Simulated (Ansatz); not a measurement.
# C2H6GaO2 radical: from a rough start to a minimum

The task is to find a stationary geometry of C2H6GaO2 radical, check the end point by its vibrations and derive ideal-gas thermochemistry.

Method: UKS PBE0-D4/def2-TZVP; program: Ansatz 0.2.0, Gaussian basis.

Levels to be run: relaxation at PBE0-D4/def2-TZVP; harmonic vibrations at the same level.

1 further run of the same task is left out (set aside as unsound or not needed).

### 1 Starting geometry

SMILES `C[O][Ga][O]C`, 11 atoms, charge 0, spin multiplicity 2.

Atoms are counted from 1 here; the program's logs count them from 0.

Bond lengths: C1–O2 1.400 Å, C1–H6 1.096 Å, C1–H7 1.094 Å, C1–H8 1.094 Å, O2–Ga3 1.858 Å, Ga3–O4 1.817 Å, O4–C5 1.398 Å, C5–H9 1.095 Å, C5–H10 1.094 Å, C5–H11 1.094 Å. Angles: O2–C1–H6 108.2°, O2–C1–H7 112.3°, O2–C1–H8 110.0°, H6–C1–H7 108.0°, H6–C1–H8 109.7°, H7–C1–H8 108.5°, C1–O2–Ga3 134.4°, O2–Ga3–O4 114.5°, Ga3–O4–C5 153.6°, O4–C5–H9 108.4°, O4–C5–H10 111.7°, O4–C5–H11 110.5°, H9–C5–H10 107.9°, H9–C5–H11 109.4°, H10–C5–H11 108.9°.

As a file:

```tsv
atom	x (Å)	y (Å)	z (Å)
C1	-0.9497	-0.7968	2.1102
O2	0.1428	-1.4466	1.5236
Ga3	1.1091	-1.2058	-0.0454
O4	0.5989	0.2320	-1.0323
C5	0.6945	1.0968	-2.1267
H6	-0.7176	-0.6243	3.1671
H7	-1.1545	0.1728	1.6464
H8	-1.8457	-1.4193	2.0258
H9	-0.3176	1.3928	-2.4233
H10	1.1688	0.6113	-2.9846
H11	1.2710	1.9872	-1.8609
```

The start is a GFN2-xTB geometry.

### 2 Geometry optimisation, PBE0-D4/def2-TZVP

Contents of in.yaml:

```yaml
crystal:
  periodic: [false, false, false]
  atoms:
    - {symbol: C, position_ang: [-0.949690, -0.796840, 2.110230]}
    - {symbol: O, position_ang: [0.142810, -1.446650, 1.523580]}
    - {symbol: Ga, position_ang: [1.109130, -1.205780, -0.045380]}
    - {symbol: O, position_ang: [0.598920, 0.231970, -1.032310]}
    - {symbol: C, position_ang: [0.694460, 1.096800, -2.126660]}
    - {symbol: H, position_ang: [-0.717590, -0.624280, 3.167140]}
    - {symbol: H, position_ang: [-1.154540, 0.172770, 1.646380]}
    - {symbol: H, position_ang: [-1.845740, -1.419330, 2.025820]}
    - {symbol: H, position_ang: [-0.317570, 1.392780, -2.423290]}
    - {symbol: H, position_ang: [1.168840, 0.611310, -2.984630]}
    - {symbol: H, position_ang: [1.270970, 1.987250, -1.860880]}
basis:
  gaussian: {orbitals: def2-TZVP}
magnetization: {spin_polarized: true, initial_magnetization: 1}
hamiltonian: {xc: pbe0, dispersion: d4}
relax: {f_tol: 0.005, max_steps: 150}
```

Launch:

```bash
ansatz run in.yaml --threads 2 --pin off --events-out ev --progress --plain --max-ram 31744MiB --backend cuda --devices 0, --max-vram 18GiB
```

Further steps of the session: Harmonic vibrations.

**Question.** What will the summary of the whole plan be? Wanted: point group; shift from the start; total energy; dispersion term; dipole moment; lowest, highest wavenumber; zero-point energy.

**Answer**, as computed:

```
                  quantity            value
               point group               Cs
                     steps               34
shift from the start (rms)          0.366 Å
              total energy   -58632.4821 eV
           dispersion term         -165 meV
             dipole moment           1.53 D
lowest, highest wavenumber    35, 3083 cm⁻¹
         zero-point energy    51.7 kcal/mol
       entropy at 298.15 K  397.2 J/(mol K)
```

What this shows: The atoms moved 0.37 Å (rms) from the start; the bond that changed most is O2–Ga3, from 1.858 to 1.791 Å. No mode is imaginary: a true minimum at this level. The stiffest mode, 3083 cm⁻¹, is a C–H stretch, and 5 modes under 200 cm⁻¹ make the vibrational entropy uncertain. Harmonic hybrid wavenumbers usually lie a few per cent above measured fundamentals. The largest Mulliken charge, +0.44 e, sits on Ga3.
